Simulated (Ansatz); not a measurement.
# C₂H₆ClO₂Y: basis-set convergence

One table from this session's results is given with a row withheld; the runs are named, their logs left out.

Program: Ansatz 0.2.0, Gaussian basis. Level of theory: one geometry, several basis sets. These are calculated values, not measurements.

Plan: PBE0-D4/def2-SVP; ωB97M-V/def2-SVP; PBE0-D4/def2-QZVPP; ωB97M-V/def2-QZVPP; the functionals' def2-TZVPP values are taken from earlier runs.

### The relaxed structure

All runs share one geometry, relaxed beforehand with PBE0-D4 in a triple-zeta def2 set. Y takes the def2 core potential; no spin-orbit term is included.

12 atoms, charge 0, spin multiplicity 1.

Atoms are counted from 1 here; the program's logs count them from 0.

Bond lengths: C1–O2 1.388 Å, C1–H7 1.097 Å, C1–H8 1.097 Å, C1–H9 1.097 Å, O2–Y3 2.004 Å, Y3–Cl4 2.498 Å, Y3–O5 2.004 Å, O5–C6 1.388 Å, C6–H10 1.097 Å, C6–H11 1.097 Å, C6–H12 1.097 Å. Angles: O2–C1–H7 111.1°, O2–C1–H8 111.0°, O2–C1–H9 111.3°, H7–C1–H8 107.6°, H7–C1–H9 107.9°, H8–C1–H9 107.8°, C1–O2–Y3 177.1°, O2–Y3–Cl4 120.9°, O2–Y3–O5 118.1°, Cl4–Y3–O5 121.0°, Y3–O5–C6 177.1°, O5–C6–H10 111.3°, O5–C6–H11 111.1°, O5–C6–H12 111.0°, H10–C6–H11 107.9°, H10–C6–H12 107.8°, H11–C6–H12 107.6°.

Set-up of the first run:

in.yaml

```yaml
crystal:
  periodic: [false, false, false]
  atoms:
    - {symbol: C, position_ang: [-2.366166, 1.686726, 0.195533]}
    - {symbol: O, position_ang: [-1.394104, 0.800123, 0.638362]}
    - {symbol: Y, position_ang: [0.054919, -0.469929, 1.188807]}
    - {symbol: Cl, position_ang: [0.174999, -1.346445, 3.524448]}
    - {symbol: O, position_ang: [1.419110, -0.996694, -0.181275]}
    - {symbol: C, position_ang: [2.334881, -1.315920, -1.174513]}
    - {symbol: H, position_ang: [-2.528805, 2.490132, 0.924511]}
    - {symbol: H, position_ang: [-3.325434, 1.175994, 0.046067]}
    - {symbol: H, position_ang: [-2.080797, 2.148711, -0.758003]}
    - {symbol: H, position_ang: [2.254585, -0.630016, -2.027264]}
    - {symbol: H, position_ang: [3.362734, -1.263567, -0.794909]}
    - {symbol: H, position_ang: [2.171178, -2.334418, -1.547667]}
basis:
  gaussian: {orbitals: def2-SVP}
hamiltonian: {xc: pbe0, dispersion: d4}
output: {orbitals: {seedname: orbitals}}
```

Steps of the session up to this table: PBE0-D4 in def2-SVP; ωB97M-V in def2-SVP; PBE0-D4 in def2-QZVPP; ωB97M-V in def2-QZVPP.

One table of the session follows, with a row left open; its other results are not shown here.

It belongs to the step «Density functionals: the series». 

| functional | basis | HOMO (eV) | LUMO (eV) |
| --- | --- | --- | --- |
| PBE0-D4 | def2-SVP | -7.59 | -1.79 |
| PBE0-D4 | def2-TZVPP | -7.73 | -1.84 |
| PBE0-D4 | def2-QZVPP | ? | ? |
| ωB97M-V | def2-SVP | -9.93 | -0.44 |
| ωB97M-V | def2-TZVPP | -10.09 | -0.54 |
| ωB97M-V | def2-QZVPP | -10.11 | -0.59 |

Estimate the missing values for PBE0-D4, def2-QZVPP.

As computed: HOMO (eV): -7.74; LUMO (eV): -1.83. In the column «HOMO (eV)» it lies between ωB97M-V, def2-SVP (-9.93) and PBE0-D4, def2-TZVPP (-7.73).
